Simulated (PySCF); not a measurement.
# [TaH4]+: other functionals and bases at one geometry

One table from this session's results is given with a row withheld; the runs are named, their logs left out.

Computed with PySCF 2.14.0. Level: several levels, as the steps say, no spin–orbit coupling.

4 further runs of the same task are left out: 2 for a known fault of the program, 1 that didn't finish, 1 set aside as unsound or not needed.

## The starting structure

5 atoms, charge 1, spin multiplicity 1.

Bond lengths: Ta1–H2 1.712 Å, Ta1–H3 1.711 Å, Ta1–H4 1.712 Å, Ta1–H5 1.712 Å. Angles: H2–Ta1–H3 71.4°, H2–Ta1–H4 111.8°, H2–Ta1–H5 72.1°, H3–Ta1–H4 71.5°, H3–Ta1–H5 111.6°, H4–Ta1–H5 71.6°.

As a file:

```
atom    x (Å)    y (Å)    z (Å)
 Ta1  -0.0817   0.0590  -0.7495
  H2   1.4797  -0.0566  -0.0575
  H3   0.1040   1.3214   0.3907
  H4  -1.3127  -0.0890   0.4305
  H5   0.0563  -1.4805  -0.0143
```

Formal oxidation states: Ta +5. An earlier session relaxed this geometry at r2SCAN, Ta def2-SVP with ECP60, H def2-SVP (singlet, point group C4v).

At r2SCAN on the finer grid: E = -58.986973 Eh, HOMO -13.81 eV, LUMO -10.25 eV, Mulliken charge on Ta1 +1.16 e, largest force component 0.016 eV/Å. 

Levels to run: TPSS; B3LYP; M06-L; CAM-B3LYP; r2SCAN, TZVP; r2SCAN, x2c-SVP. Hardware: 2 threads of Arm Neoverse V1, shared host.

Set-up of the first run:

The input, run.py (the lines that set the calculation):

```python
mol = gto.M(atom='''
Ta    -0.08165     0.05900    -0.74947
H      1.47966    -0.05658    -0.05748
H      0.10404     1.32137     0.39069
H     -1.31272    -0.08898     0.43052
H      0.05635    -1.48051    -0.01427''',
    basis={'Ta': 'def2-SVP', 'H': 'def2-SVP'},
    ecp={'Ta': 'def2-SVP'},
    charge=1, spin=0)
mf = dft.RKS(mol, xc='TPSS')
mf.grids.atom_grid = (75, 302)
mf = mf.density_fit()  # fitting sets: Ta def2-universal-JKFIT, H def2-universal-JKFIT
mf.conv_tol = 1e-08; mf.max_cycle = 55
mf.kernel(dm0)  # dm0: the density of the relaxed state
```

Launch:

```sh
> OMP_NUM_THREADS=2 python run.py
```

Steps of the session up to this table: TPSS; B3LYP; M06-L; CAM-B3LYP; r2SCAN, TZVP; r2SCAN, x2c-SVP.

One of the session's tables, all rows but one given; the rest of the session is left out.

| level | HOMO (eV) | gap (eV) | charge on Ta1 (e) | dipole (D) | largest force component (eV/Å) |
| --- | --- | --- | --- | --- | --- |
| r2SCAN (relaxed here) | -13.81 | 3.55 | 1.16 | 3.68 | 0.02 |
| TPSS | -13.71 | 3.33 | 1.16 | 3.73 | 0.24 |
| B3LYP | ? | ? | ? | ? | ? |
| M06-L | -13.74 | 3.94 | 1.40 | 3.89 | 0.08 |
| CAM-B3LYP | -16.12 | 7.93 | 1.16 | 3.92 | 0.26 |
| r2SCAN, TZVP | -13.76 | 3.50 | 0.67 | 3.77 | 0.13 |
| r2SCAN, x2c-SVP | -14.06 | 3.46 | 0.66 | 3.44 | 1.15 |

Estimate the missing values for B3LYP.

As computed: HOMO (eV): -14.59; gap (eV): 4.88; charge on Ta1 (e): 1.11; dipole (D): 3.65; largest force component (eV/Å): 0.07. In the column «HOMO (eV)» it lies between CAM-B3LYP (-16.12) and r2SCAN, x2c-SVP (-14.06).

The dipole of a charged species depends on the origin, so these sizes hold for this origin alone.

In one basis the HOMO–LUMO gap runs from 3.33 eV (TPSS) to 7.93 eV (CAM-B3LYP). The largest leftover force, 1.15 eV/Å with r2SCAN, x2c-SVP, stands at a geometry relaxed at another level. Total energies of different levels can't be compared.
